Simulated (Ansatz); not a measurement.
Run this with the Ansatz DFT code, driven from Python and show what comes out.

Script `geh4se_adiabatic.py`:
```python
import itertools

import ansatz as az
from ase.data import atomic_numbers, covalent_radii
import numpy as np

BASIS_SET = "def2-SVP"
XC = "r2SCAN"
NET_CHARGE = 1


def main() -> None:
    geometry = (
        az.Crystal.molecule()
        .atom("Ge", [-0.2279, -0.3253, -0.4374])
        .atom("Se", [-0.224, 0.9925, 1.5294])
        .atom("H", [0.3553, -1.6559, -0.2079])
        .atom("H", [-1.6741, -0.4783, -0.892])
        .atom("H", [0.4985, 0.4595, -1.5837])
        .atom("H", [1.3144, 0.9434, 1.5454])
    )

    job = (
        geometry.calculation()
        .basis(gaussian=BASIS_SET)
        .functional(XC)
    )
    symbols = [site.symbol for site in geometry.cartesian_sites]
    start = np.array([site.position_ang for site in geometry.cartesian_sites], dtype=float)
    report = job.relax(force_tolerance=0.01).run().report
    end = np.array(report["positions_ang"])

    minimum = az.Crystal.molecule()
    for symbol, place in zip(symbols, end):
        minimum = minimum.atom(symbol, place.tolist())
    ion = (
        minimum.calculation()
        .basis(gaussian=BASIS_SET)
        .functional(XC)
        .charge(NET_CHARGE)
        .spin("collinear", total=1)
    )
    vertical = ion.run().report
    settled = ion.relax(force_tolerance=0.01, max_steps=80).run().report
    print(f"vertical ionisation energy   {vertical['free_energy_ev'] - report['free_energy_ev']:.3f} eV")
    print(f"adiabatic, no zero point     {settled['free_energy_ev'] - report['free_energy_ev']:.3f} eV")
    print(f"relaxation energy of the ion {vertical['free_energy_ev'] - settled['free_energy_ev']:.3f} eV")
    ionised = np.array(settled["positions_ang"])
    radius = [covalent_radii[atomic_numbers[s]] for s in symbols]
    span = lambda where, i, j: np.linalg.norm(where[i] - where[j])
    bonded = [(i, j) for i, j in itertools.combinations(range(len(symbols)), 2) if min(span(end, i, j), span(ionised, i, j)) < 1.2 * (radius[i] + radius[j])]
    print("pair        before    after (A)")
    for i, j in bonded:
        print(f"{symbols[i]}{i}-{symbols[j]}{j}".ljust(10), f"{span(end, i, j):8.4f} {span(ionised, i, j):8.4f}")


if __name__ == "__main__":
    main()
```

```console
$ python geh4se_adiabatic.py
vertical ionisation energy   9.165 eV
adiabatic, no zero point     8.995 eV
relaxation energy of the ion 0.169 eV
pair        before    after (A)
Ge0-Se1      2.3586   2.4803
Ge0-H2       1.5357   1.5270
Ge0-H3       1.5321   1.5193
Ge0-H4       1.5356   1.5269
Se1-H5       1.4714   1.4823
```

The energies are electronic: no zero-point or thermal terms, and the basis set is short of its limit. The product may relax into another structure. The relaxation finds the nearest minimum, so the adiabatic value is an upper bound. Timing: 70 s on 1 thread of Arm Neoverse V2, with other jobs on the host, peak memory 0.29 GiB.

(Lines on the test bed's own set-up are left out of the output.)
